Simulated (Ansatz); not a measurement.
# Si16B: the cost of one run

Program: Ansatz 0.2.0. Level of theory: DFT PBE, plane waves, PAW, scalar-relativistic, collinear spin. These are calculated values, not measurements.

### 1 Starting point

The cell holds 17 atoms (BSi16): a = 7.679 Å, b = 7.679 Å, c = 7.679 Å, α = 60.00°, β = 60.00°, γ = 60.00°.

Coordinates:

```
Si B
1.0
     0.00000    5.43000    5.43000
     5.43000    0.00000    5.43000
     5.43000    5.43000    0.00000
Si B
16 1
Direct
  0.00000 0.00000 0.00000
  0.12500 0.12500 0.12500
  0.00000 0.00000 0.50000
  0.12500 0.12500 0.62500
  0.00000 0.50000 0.00000
  0.12500 0.62500 0.12500
  0.00000 0.50000 0.50000
  0.12500 0.62500 0.62500
  0.50000 0.00000 0.00000
  0.62500 0.12500 0.12500
  0.50000 0.00000 0.50000
  0.62500 0.12500 0.62500
  0.50000 0.50000 0.00000
  0.62500 0.62500 0.12500
  0.50000 0.50000 0.50000
  0.62500 0.62500 0.62500
  0.24736 0.74872 0.25214
```

### 2 Preparing the start

Input file input.yaml:

```yaml
accuracy: low
crystal:
  lattice:
    - [0.0, 5.43, 5.43]
    - [5.43, 0.0, 5.43]
    - [5.43, 5.43, 0.0]
  atoms:
    - { symbol: Si, position: [0.0, 0.0, 0.0] }
    - { symbol: Si, position: [0.125, 0.125, 0.125] }
    - { symbol: Si, position: [0.0, 0.0, 0.5] }
    - { symbol: Si, position: [0.125, 0.125, 0.625] }
    - { symbol: Si, position: [0.0, 0.5, 0.0] }
    - { symbol: Si, position: [0.125, 0.625, 0.125] }
    - { symbol: Si, position: [0.0, 0.5, 0.5] }
    - { symbol: Si, position: [0.125, 0.625, 0.625] }
    - { symbol: Si, position: [0.5, 0.0, 0.0] }
    - { symbol: Si, position: [0.625, 0.125, 0.125] }
    - { symbol: Si, position: [0.5, 0.0, 0.5] }
    - { symbol: Si, position: [0.625, 0.125, 0.625] }
    - { symbol: Si, position: [0.5, 0.5, 0.0] }
    - { symbol: Si, position: [0.625, 0.625, 0.125] }
    - { symbol: Si, position: [0.5, 0.5, 0.5] }
    - { symbol: Si, position: [0.625, 0.625, 0.625] }
    - { symbol: B, position: [0.2473589, 0.7487179, 0.25214], spin: 1.0 }
magnetization:
  spin_polarized: true
basis:
  ecutwfc: 420.0
kpoints:
  mp_grid: { grid: [2, 2, 2] }
hamiltonian:
  xc: pbe
  pseudopotentials: { kind: paw, azcp: { folder: soft_1 } }
scf:
  occupations: { method: fermi_dirac, width: 0.05 }
  lower_state_search: "off"
relax:
  f_tol: 0.08
  max_steps: 25
  adjacent_minimum: "off"
output:
  write_density: true
  write_potential: true
  elf: true
  volumetric_format: npy
```

Launch:

```bash
$ ansatz run input.yaml --threads 1 --pin off --max-ram 3072MiB --backend cpu --events-out ev --progress --plain --runs-dir out
```

What time and memory should one allow on 1 thread of Intel Xeon Platinum 8259CL at 2.50GHz (Skylake/Cascade Lake), shared host?

About 5.6 min, with a peak of 0.73 GiB.
